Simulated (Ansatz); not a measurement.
# Lead, hcp under BLYP: from relaxation to bulk modulus

Aim: take lead in the hcp structure, relax it, solve it on a dense k-mesh, then scale the cell to 7 volumes from 88 to 112 % of the relaxed one and try a fit of the equation of state. Spin polarisation is left out. The k-meshes are 10×10×6 for the relaxation; 16×16×9 for the dense run; 11×11×6 for the volumes.

This is Pb in the hcp structure; at room conditions it is fcc.

Computed with Ansatz 0.2.0 (DFT BLYP, plane waves (420 eV) with PAW, scalar-relativistic; PBE-made PAW files, unless a step says otherwise).

## (1) Starting point

The structure is hexagonal, space group P6_3/mmc (No. 194). The conventional cell has a = 3.501 Å, b = 3.501 Å, c = 5.716 Å, α = 90.00°, β = 90.00°, γ = 120.00°. Around Pb (site symmetry -6m2) lie 12 Pb at 3.50 Å.

As a file:

```cif
data_structure
_symmetry_space_group_name_H-M 'P6_3/mmc'
_symmetry_Int_Tables_number 194
_cell_length_a 3.5005
_cell_length_b 3.5005
_cell_length_c 5.7164
_cell_angle_alpha 90.000
_cell_angle_beta 90.000
_cell_angle_gamma 120.000
_cell_volume 60.66
loop_
_atom_site_label
_atom_site_type_symbol
_atom_site_symmetry_multiplicity
_atom_site_Wyckoff_symbol
_atom_site_fract_x
_atom_site_fract_y
_atom_site_fract_z
_atom_site_occupancy
Pb1 Pb 2 c 0.33333 0.66667 0.25000 1
```

## (2) Relaxation of the cell

input.yaml reads:

```yaml
crystal:
  lattice:
    - [3.5005272341, 0.0, 0.0]
    - [-1.7502636171, 3.0315455114, 0.0]
    - [0.0, 0.0, 5.7163609733]
  atoms:
    - { symbol: Pb, position: [0.3333333333, 0.6666666667, 0.25] }
    - { symbol: Pb, position: [0.6666666667, 0.3333333333, 0.75] }
hamiltonian:
  xc: blyp
  pseudopotentials:
    kind: paw
    azcp:
      Pb: "pseudopotentials/Pb.paw.azcp"
basis:
  ecutwfc: 420
  fft_grid_basis: typed
kpoints:
  mp_grid: { grid: [10, 10, 6], shift: [0, 0, 0] }
magnetization:
  spin_polarized: false
scf:
  occupations: { method: fermi_dirac, width: 0.1 }
relax:
  max_steps: 60
  f_tol: 0.01
  cell: {}
```

The runs that follow: The energy on a finer k-mesh; Equation of state: 88 %; Equation of state: 92 %; Equation of state: 96 %; Equation of state: 100 %; Equation of state: 104 %; Equation of state: 108 %; Equation of state: 112 %.

**Question.** What will these runs give? Wanted: space group; conventional cell; volume; shortest distance; gap on the mesh; relative to fcc; V₀, B₀, B₀′.

**Answer**, as computed:

| quantity | value |
| --- | --- |
| space group (spins left aside) | P6_3/mmc (No. 194) |
| conventional cell | a = 3.652 Å, c = 6.022 Å (c/a = 1.649) |
| volume | 34.782 Å³/atom |
| shortest distance | 3.652 Å |
| gap on the mesh | none (levels filled in part) |
| relative to fcc | +22 meV/atom |
| V₀, B₀, B₀′ | 34.465 Å³/atom, 31 GPa, 5.1 |

In words: From the guessed start the volume grew by 14.7 % in 5 steps. It lies 22 meV/atom above the element's reference form at the same level (fcc, from a run of its own). Levels at the Fermi energy are filled in part, as in a metal. B₀ comes out at 31 GPa; letting shape and positions relax at each volume could only lower it. Relaxation kept the symmetry; phonons were not checked.
